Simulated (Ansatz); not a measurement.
# H3C8Cl: the cost of one run

Program: Ansatz 0.2.0. Level of theory: DFT PBEsol, plane waves, PAW, scalar-relativistic, no spin polarisation. These are calculated values, not measurements.

### 1 The starting structure

The cell holds 24 atoms (C16H6Cl2): a = 5.049 Å, b = 5.049 Å, c = 15.776 Å, α = 90.00°, β = 90.00°, γ = 60.00°.

The coordinates stand in the first input below.

### 2 Relaxing end A

input.yaml reads:

```yaml
crystal:
  lattice:
    - [5.048742, 0.0, 0.0]
    - [2.524371, 4.372339, 0.0]
    - [0.0, 0.0, 15.776426]
  atoms:
    - { symbol: H, position: [0.1666667, 0.1666667, 0.0633857] }
    - { symbol: H, position: [0.6666667, 0.1666667, 0.0633857] }
    - { symbol: H, position: [0.1666667, 0.6666667, 0.0633857] }
    - { symbol: H, position: [0.6666667, 0.6666667, 0.0633857] }
    - { symbol: C, position: [0.1666667, 0.1666667, 0.13311] }
    - { symbol: C, position: [0.6666667, 0.1666667, 0.13311] }
    - { symbol: C, position: [0.1666667, 0.6666667, 0.13311] }
    - { symbol: C, position: [0.6666667, 0.6666667, 0.13311] }
    - { symbol: C, position: [-0.1666667, 0.3333333, 0.1657717] }
    - { symbol: C, position: [0.3333333, 0.3333333, 0.1657717] }
    - { symbol: C, position: [-0.1666667, 0.8333333, 0.1657717] }
    - { symbol: C, position: [0.3333333, 0.8333333, 0.1657717] }
    - { symbol: C, position: [-0.1666667, 0.3333333, 0.2637569] }
    - { symbol: C, position: [0.3333333, 0.3333333, 0.2637569] }
    - { symbol: C, position: [-0.1666667, 0.8333333, 0.2637569] }
    - { symbol: C, position: [0.3333333, 0.8333333, 0.2637569] }
    - { symbol: C, position: [0.0, 0.0, 0.2964186] }
    - { symbol: C, position: [0.5, 0.0, 0.2964186] }
    - { symbol: C, position: [0.0, 0.5, 0.2964186] }
    - { symbol: C, position: [0.5, 0.5, 0.2964186] }
    - { symbol: H, position: [0.0, 0.5, 0.3661429] }
    - { symbol: H, position: [0.5, 0.5, 0.3661429] }
    - { symbol: Cl, position: [-0.0221316, 0.2320642, 0.4491781] }
    - { symbol: Cl, position: [0.3341867, 0.3023067, 0.4523474] }
basis:
  ecutwfc: 420.0
kpoints:
  mp_grid: { grid: [3, 3, 1] }
hamiltonian:
  xc: pbesol
  pseudopotentials: { kind: paw, azcp: { folder: soft_1 } }
scf:
  occupations: { method: gaussian, width: 0.05 }
  lower_state_search: "off"
relax:
  f_tol: 0.03
  max_steps: 60
  adjacent_minimum: "off"
  constraints: [{ sites: [0, 1, 2, 3, 4, 5, 6, 7, 8, 9, 10, 11] }]
output:
  write_density: true
  write_potential: true
  elf: true
  volumetric_format: npy
```

Launch:

```console
$ ansatz run input.yaml --threads 2 --pin off --max-ram 5120MiB --backend cpu --events-out ev --progress --plain --runs-dir out
```

Q: Estimate wall time and peak memory on 2 threads of Arm Neoverse V2, shared host.

About 86 s, with a peak of 0.61 GiB.
